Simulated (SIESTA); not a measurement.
# ScNbN under changes of volume

One of the cells (14.758 Å³/atom); the others are scaled copies at fixed shape and fractional positions:

```
CELL_PARAMETERS angstrom
3.13158 0.00000 0.00000
-1.56579 2.71203 0.00000
0.00000 0.00000 10.42575
ATOMIC_POSITIONS crystal
Nb 0.33333 0.66667 0.24743
Nb 0.66667 0.33333 0.75257
Sc 0.00000 0.00000 0.00000
Sc 0.00000 0.00000 0.50000
N 0.33333 0.66667 0.62781
N 0.66667 0.33333 0.37219
```

The cell comes from a database or a generator and needn't be the stable form of this composition.

| Property | Result |
| --- | --- |
| Program | SIESTA 5.4.2 |
| Functional | PBE |
| Potentials or basis | PseudoDojo 0.4 standard (PBE files) |
| Basis | DZP (energy shift 0.003 Ry; two zetas on semicore shells) |
| Grid cutoff | 800 Ry |
| Energy shift | 0.003 Ry |
| k mesh | 10 × 10 × 3 |
| Occupations | fermi-dirac, width 0.05 eV |
| Spin | no spin polarisation |

```csv
volume (Å³/atom),energy over the lowest point (meV/atom),pressure (GPa),largest force (eV/Å)
13.600,27.65,12.4,0.862
13.889,9.75,7.6,0.632
14.179,0.00,3.3,0.415
14.758,1.62,-3.9,0.060
15.047,11.63,-7.0,0.108
15.336,?,?,?
```

What does the run at 15.336 Å³/atom give?

Energy over the lowest point 27.03 meV/atom; pressure -9.8 GPa; largest force 0.266 eV/Å.

Worked out: A Birch-Murnaghan fit of order 3 (a polynomial in V^(-2/3)) to the other rows has its minimum at 14.43 Å³/atom with B0 = V·E''(V) = 184 GPa and B' = 4.3 at fixed shape and positions, which overstates the stiffness. It gives 26.91 meV/atom at 15.336 Å³/atom, against the run's 27.03, and -dE/dV = -9.8 GPa, against -9.8.

Energies are extrapolated to zero smearing.

Caveats: the basis of atomic orbitals isn't converged, which shifts pressures, moduli and gaps.
